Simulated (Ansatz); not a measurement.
# HfSn3Te8: the cost of one run

Method: DFT PBE, scalar-relativistic, plane waves, PAW, unless a step names another level, in Ansatz 0.2.0.

1 further run of the same task is left out (set aside as unsound or not needed).

**1. The structure to begin with**

It takes space group P-3m1 (No. 164, trigonal). Conventional cell: a = 8.276 Å, b = 8.276 Å, c = 6.968 Å, α = 90.00°, β = 90.00°, γ = 120.00°. Hf (site symmetry -3m) is surrounded by 6 Te at 2.90 Å. Sn (site symmetry 2/m) has 6 Te at 2.98 to 3.02 Å as nearest neighbours. Te (site symmetry m) has 1 Hf at 2.90 Å and 2 Sn at 3.02 Å as nearest neighbours. Around Te (site symmetry 3m) lie 3 Sn at 2.98 Å.

Coordinates:

```
CELL_PARAMETERS angstrom
8.27582 0.00000 0.00000
-4.13791 7.16707 0.00000
0.00000 0.00000 6.96809
ATOMIC_POSITIONS crystal
Hf 0.00000 0.00000 0.00000
Sn 0.00000 0.50000 0.00000
Sn 0.50000 0.00000 0.00000
Sn 0.50000 0.50000 0.00000
Te 0.16008 0.32016 0.25488
Te 0.16008 0.83992 0.25488
Te 0.66667 0.33333 0.25522
Te 0.67984 0.83992 0.25488
Te 0.32016 0.16008 0.74512
Te 0.33333 0.66667 0.74478
Te 0.83992 0.16008 0.74512
Te 0.83992 0.67984 0.74512
```

The cell was relaxed beforehand at this level, from a generated guess; it is a trial structure. At a tolerance of 0.05 Å it has space group P-3m1 (No. 164); it has 34.44 Å³/atom, an uncorrected energy of -0.25 eV/atom over the elements.

**2. Electronic structure at the relaxed geometry**

Contents of input.yaml:

```yaml
crystal:
  lattice:
    - [8.2758220128, 0.0, 0.0]
    - [-4.1379110064, 7.1670721003, 0.0]
    - [0.0, 0.0, 6.9680885672]
  atoms:
    - { symbol: Hf, position: [0.0, 0.0, 0.0] }
    - { symbol: Sn, position: [0.0, 0.5, 0.0] }
    - { symbol: Sn, position: [0.5, 0.0, 0.0] }
    - { symbol: Sn, position: [0.5, 0.5, 0.0] }
    - { symbol: Te, position: [0.1600798827, 0.3201597655, 0.2548777312] }
    - { symbol: Te, position: [0.1600798827, 0.8399201173, 0.2548777312] }
    - { symbol: Te, position: [0.6666666667, 0.3333333333, 0.2552226364] }
    - { symbol: Te, position: [0.6798402345, 0.8399201173, 0.2548777312] }
    - { symbol: Te, position: [0.3201597655, 0.1600798827, 0.7451222688] }
    - { symbol: Te, position: [0.3333333333, 0.6666666667, 0.7447773636] }
    - { symbol: Te, position: [0.8399201173, 0.1600798827, 0.7451222688] }
    - { symbol: Te, position: [0.8399201173, 0.6798402345, 0.7451222688] }
basis:
  ecutwfc: 420
kpoints:
  mp_grid: { grid: [6, 6, 6] }
  band_path:
    path:
      - [[0.0, 0.0, 0.0], [0.5, 0.0, 0.0], [0.33333333, 0.33333333, 0.0], [0.0, 0.0, 0.0], [0.0, 0.0, 0.5], [0.5, 0.0, 0.5], [0.33333333, 0.33333333, 0.5], [0.0, 0.0, 0.5]]
      - [[0.5, 0.0, 0.5], [0.5, 0.0, 0.0]]
      - [[0.33333333, 0.33333333, 0.5], [0.33333333, 0.33333333, 0.0]]
    npoints: 10
hamiltonian:
  xc: pbe
scf:
  occupations: { method: gaussian, width: 0.1 }
  n_extra_bands: 30
output:
  forces: true
  stress: true
  eigenvalues: true
  populations: true
  dos: { projected: true, de: 0.02, nscf_kmesh: { grid: [8, 8, 8] } }
  bader: false
  write_density: true
  write_potential: true
  elf: true
  volumetric_format: npy
```

Run with:

```sh
ansatz run input.yaml --threads 1 --pin off --max-ram 2560MiB --backend cpu --events-out ev --progress --plain --runs-dir out
```

**Question.** How long does this run take on 1 thread of Intel Xeon at 2.70GHz, shared host, and how much memory does it need?

About 6.8 min, with a peak of 2.3 GiB.
